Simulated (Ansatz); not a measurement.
# InSb: the cost of one run

Program: Ansatz 0.2.0. Level of theory: DFT HSE06, spin-orbit coupling, plane waves, PAW. These are calculated values, not measurements.

## 1. The starting structure

The structure is cubic, space group F-43m (No. 216). Conventional cell: a = 6.479 Å, b = 6.479 Å, c = 6.479 Å, α = 90.00°, β = 90.00°, γ = 90.00°. In (site symmetry -43m) has 4 Sb at 2.81 Å in its first shell of neighbours. Sb (site symmetry -43m) is surrounded by 4 In at 2.81 Å.

Coordinates:

```cif
data_structure
_symmetry_space_group_name_H-M 'F-43m'
_symmetry_Int_Tables_number 216
_cell_length_a 6.4794
_cell_length_b 6.4794
_cell_length_c 6.4794
_cell_angle_alpha 90.000
_cell_angle_beta 90.000
_cell_angle_gamma 90.000
_cell_volume 272.02
loop_
_atom_site_label
_atom_site_type_symbol
_atom_site_symmetry_multiplicity
_atom_site_Wyckoff_symbol
_atom_site_fract_x
_atom_site_fract_y
_atom_site_fract_z
_atom_site_occupancy
In1 In 4 a 0.00000 0.00000 0.00000 1
Sb1 Sb 4 d 0.25000 0.25000 0.75000 1
```

## 2. Single point: InSb

input.yaml

```yaml
crystal:
  lattice:
    - [0.0, 3.2397, 3.2397]
    - [3.2397, 0.0, 3.2397]
    - [3.2397, 3.2397, 0.0]
  atoms:
    - { symbol: In, position: [0.0, 0.0, 0.0] }
    - { symbol: Sb, position: [0.25, 0.25, 0.25] }
scf:
  occupations: { method: gaussian, width: 0.01 }
  n_extra_bands: 8
output:
  eigenvalues: true
  eigenstates:
    kpoints:
      - [0, 0, 0]
      - [0.0, 0.002578, 0.002578]
      - [0.0, 0.005156, 0.005156]
      - [0.0, 0.007734, 0.007734]
      - [0.0, 0.010312, 0.010312]
      - [0.0, 0.01289, 0.01289]
      - [0.0, 0.015468, 0.015468]
      - [0.0, 0.020625, 0.020625]
      - [0.0, 0.025781, 0.025781]
      - [0.003646, 0.003646, 0.007292]
      - [0.007292, 0.007292, 0.014584]
      - [0.010938, 0.010938, 0.021876]
      - [0.014584, 0.014584, 0.029168]
    e_range: [-1.0, 1.5]
  write_density: true
  write_potential: true
  elf: true
  volumetric_format: npy
hamiltonian:
  xc: hse06
  pseudopotentials: { kind: paw_fr }
kpoints:
  mp_grid: { grid: [6, 6, 6] }
magnetization:
  noncollinear: true
  spin_orbit: true
```

The run is started by

```
ansatz run input.yaml --threads 8 --pin off --max-ram 16384MiB --backend cpu --events-out ev --progress --plain --runs-dir out
```

Q: Estimate wall time and peak memory on 8 threads of Arm Neoverse N1, shared host.

About 8 min, with a peak of 4 GiB.
